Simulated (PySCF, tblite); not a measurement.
**C3H10BFGe: geometry, infrared bands and NMR shifts**

What infrared bands and NMR shifts should C3H10BFGe (`CCC[B](F)[GeH3]`) show?

The runs use tblite 0.8.0 and PySCF 2.14.0, with density-fitted response routines of our own; the level of theory stands in each step. All values are computed, except where a source is named. Atoms are numbered from 0 throughout.

## 1. The molecule as given

16 atoms, charge 0, multiplicity 1; geometry from: force field or distance geometry start.

Bonds of the start (Å): C0–C1 1.50, C1–C2 1.51, C2–B3 1.60, B3–F4 1.42, B3–Ge5 2.03, C0–H6 1.11, C0–H7 1.10, C0–H8 1.12, C1–H9 1.11, C1–H10 1.13, C2–H11 1.11, C2–H12 1.09, Ge5–H13 1.55, Ge5–H14 1.54, Ge5–H15 1.56.

## 2. Geometry optimisation with GFN2-xTB

The job: settings as JSON, then the geometry in Å.

```
{"job": {"kind": "relax", "xc": "GFN2-xTB", "basis": "xTB"}, "charge": 0, "multiplicity": 1}
C     -1.735900     0.385800     0.626700
C     -0.929600    -0.869100     0.448700
C     -0.314100    -0.818600    -0.926200
B      0.569300     0.513200    -0.960700
F      0.573300     1.248400    -2.178300
Ge     2.207500     0.677200     0.225000
H     -2.802700     0.062600     0.650300
H     -1.488300     1.056400    -0.204600
H     -1.478100     0.811900     1.624800
H     -0.126500    -0.872300     1.219900
H     -1.570200    -1.793600     0.534100
H     -1.137300    -0.792500    -1.676000
H      0.309300    -1.711200    -1.039900
H      1.872000     1.384900     1.561800
H      3.328100     1.490500    -0.445100
H      2.715500    -0.764600     0.528000
```

On the command line:

```console
OMP_NUM_THREADS=1 python probes_run.py task.json out
```

The driver reads the jobs from task.json and runs them one after another.

**Question.** This job is followed by: GFN2-xTB harmonic vibrations, gas phase; GIAO PBE0/pcSseg-1 NMR shielding, non-relativistic, gas phase. What will the session give for the following? strongest single infrared mode (GFN2-xTB); zero-point energy (GFN2-xTB); ¹³C shifts against TMS (PBE0/pcSseg-1); ¹H shifts against TMS (PBE0/pcSseg-1, means over atoms taken as alike); ¹¹B shifts against BF3·OEt2 (PBE0/pcSseg-1); ¹⁹F shifts against CFCl3 (PBE0/pcSseg-1); ⁷³Ge shifts against GeMe4 (PBE0/pcSseg-1).

As calculated:

| quantity | value |
| --- | --- |
| strongest single infrared mode (GFN2-xTB) | 2080 cm⁻¹, 522 km/mol |
| zero-point energy (GFN2-xTB) | 76.1 kcal/mol |
| ¹³C shifts against TMS (PBE0/pcSseg-1) | 35.8, 22.0, 20.2 ppm |
| ¹H shifts against TMS (PBE0/pcSseg-1, means over atoms taken as alike) | 2.99, 1.80, 1.16, 0.98 ppm |
| ¹¹B shifts against BF3·OEt2 (PBE0/pcSseg-1) | 76.3 ppm |
| ¹⁹F shifts against CFCl3 (PBE0/pcSseg-1) | 62.8 ppm |
| ⁷³Ge shifts against GeMe4 (PBE0/pcSseg-1) | -402 ppm |

In words: Over 117 steps the energy fell by 0.811 eV; of the close pairs, B3–F4 changed most, 1.422 to 1.321 Å. No mode is imaginary among the 42: a minimum at this level. The strongest single mode, at 2080 cm⁻¹, moves mainly H14. GFN2-xTB is a fitted tight-binding method: band positions and strengths are rough. Its intensities can rank the bands wrongly. At PBE0/pcSseg-1: The widest tensor belongs to F4: span 568 ppm, with a paramagnetic part of -357 ppm. Spin-orbit coupling is left out, which matters for shieldings and couplings at and beside the heavy atoms.
